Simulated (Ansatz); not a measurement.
# CH₅BBrN: one species, many methods

How much do the methods differ for CH₅BBrN? The plan is to run it at one geometry with functionals of several rungs and with coupled cluster. The yardstick is the atomisation energy at the CCSD(T) limit.

Program: Ansatz 0.2.0, Gaussian basis. Level of theory: functionals in def2-TZVPP, the program's frozen cores in correlated methods. These are calculated values, not measurements.

Levels to be run: LDA (SPW92), PBE-D4, revPBE-D4, BLYP-D4, r2SCAN-D4, B97M-V, PBE0-D4, B3LYP-D4, r2SCANh-D4, r2SCAN0-D4, HSE06-D4, BHLYP-D4, CAM-B3LYP-D4, LC-ωPBE, ωB97X-V, ωB97M-V, B2PLYP, PBE-QIDH; CCSD(T)/def2-SVP; CCSD(T)/def2-TZVPP; MP2/def2-QZVPP; extrapolation to the limit; RPA on PBE.

## 1. Structure used throughout

All runs share one geometry, relaxed beforehand with PBE0-D4 in a triple-zeta def2 set.

SMILES `CNBBr`, 9 atoms, charge 0, spin multiplicity 1.

Atoms are counted from 1 here; the program's logs count them from 0.

Bond lengths: C1–N2 1.446 Å, C1–H5 1.094 Å, C1–H6 1.094 Å, C1–H7 1.090 Å, N2–B3 1.378 Å, N2–H8 1.009 Å, B3–Br4 1.934 Å, B3–H9 1.191 Å. Angles: N2–C1–H5 111.3°, N2–C1–H6 111.3°, N2–C1–H7 109.2°, H5–C1–H6 108.3°, H5–C1–H7 108.3°, H6–C1–H7 108.3°, C1–N2–B3 125.8°, C1–N2–H8 114.9°, B3–N2–H8 119.2°, N2–B3–Br4 119.5°, N2–B3–H9 122.0°, Br4–B3–H9 118.5°.

Coordinates:

```xyz
9
charge 0, multiplicity 1
C    -0.1570    1.1962   -0.0360
N    -0.3865   -0.2202    0.1390
B     0.5361   -1.2203   -0.0804
Br    0.0297   -3.0637    0.2130
H    -0.3006    1.7411    0.9013
H    -0.8314    1.6188   -0.7861
H     0.8680    1.3544   -0.3699
H    -1.3144   -0.4655    0.4499
H     1.6445   -0.9872   -0.4478
```

## 2. LDA

This LDA is Slater exchange with PW92 correlation.

File in.yaml:

```yaml
crystal:
  periodic: [false, false, false]
  atoms:
    - {symbol: C, position_ang: [-0.156970, 1.196236, -0.035987]}
    - {symbol: N, position_ang: [-0.386478, -0.220213, 0.138975]}
    - {symbol: B, position_ang: [0.536102, -1.220325, -0.080444]}
    - {symbol: Br, position_ang: [0.029728, -3.063695, 0.213003]}
    - {symbol: H, position_ang: [-0.300634, 1.741119, 0.901321]}
    - {symbol: H, position_ang: [-0.831406, 1.618776, -0.786128]}
    - {symbol: H, position_ang: [0.868016, 1.354367, -0.369855]}
    - {symbol: H, position_ang: [-1.314418, -0.465471, 0.449872]}
    - {symbol: H, position_ang: [1.644459, -0.987195, -0.447758]}
basis:
  gaussian: {orbitals: def2-TZVPP}
hamiltonian: {xc: lda}
output: {orbitals: {seedname: orbitals}}
```

The runs that follow: PBE-D4 (GGA); revPBE-D4 (GGA); BLYP-D4 (GGA); r2SCAN-D4 (meta-GGA); B97M-V (meta-GGA); PBE0-D4 (hybrid); B3LYP-D4 (hybrid); r2SCANh-D4 (hybrid); r2SCAN0-D4 (hybrid); HSE06-D4 (hybrid); BHLYP-D4 (hybrid); CAM-B3LYP-D4 (range-separated); LC-ωPBE (range-separated); ωB97X-V (range-separated); ωB97M-V (range-separated); B2PLYP (double hybrid); PBE-QIDH (double hybrid); CCSD(T) in def2-SVP; CCSD(T) in def2-TZVPP; MP2 in def2-QZVPP; RPA on PBE orbitals.

**Question.** What will the summary of the whole plan be? Wanted: atomisation energy, CCSD(T)/CBS; farthest beyond LDA; mean size of error, GGA; mean size of error, meta-GGA; mean size of error, hybrid; mean size of error, range-separated; mean size of error, double hybrid; gap, smallest and largest; T1 diagnostic.

As calculated:

| quantity | value |
| --- | --- |
| atomisation energy, CCSD(T)/CBS | 34.204 eV |
| functionals within 0.342 eV (1.0 %) | revPBE-D4, BLYP-D4, r2SCAN-D4, B97M-V, PBE0-D4, B3LYP-D4, r2SCANh-D4, r2SCAN0-D4, HSE06-D4, CAM-B3LYP-D4, LC-ωPBE, ωB97X-V, ωB97M-V, B2PLYP, PBE-QIDH |
| farthest beyond LDA | PBE-D4 (+0.809 eV) |
| mean size of error, GGA | 0.311 eV |
| mean size of error, meta-GGA | 0.112 eV |
| mean size of error, hybrid | 0.291 eV |
| mean size of error, range-separated | 0.147 eV |
| mean size of error, double hybrid | 0.134 eV |
| gap, smallest and largest | 5.43 eV (LDA (SPW92)), 12.64 eV (LC-ωPBE) |
| T1 diagnostic | 0.0101 |
| triples share of the correlation energy | 3.6 % |

LDA overbinds by 4.898 eV (14 %). PBE-D4 is off by +0.809 eV. Double hybrids carry the basis error of their MP2 part in triple zeta, and no dispersion term here, so their miss is partly the set-up's. The rungs meta-GGA, double hybrid, range-separated, hybrid, GGA miss on average by less than the doubt on the reference (0.342 eV), so they tie. The reference freezes the cores and leaves out relativity and excitations past (T), and its outer-core shells are covered unevenly, so misses under about 0.342 eV can't be ranked. All levels share the lack of spin-orbit coupling, which lowers the free heavy atoms and so the true binding. Hartree-Fock recovers 74 % of the binding; the rest is correlation. CCSD(T) in def2-SVP is off by -1.627 eV, so the small basis spoils what the method gains. The gap grows from 5.4 to 12.6 eV across the functionals, mostly with the share of exact exchange. Correlated methods include outer-core shells of Br, which these sets cover unevenly.
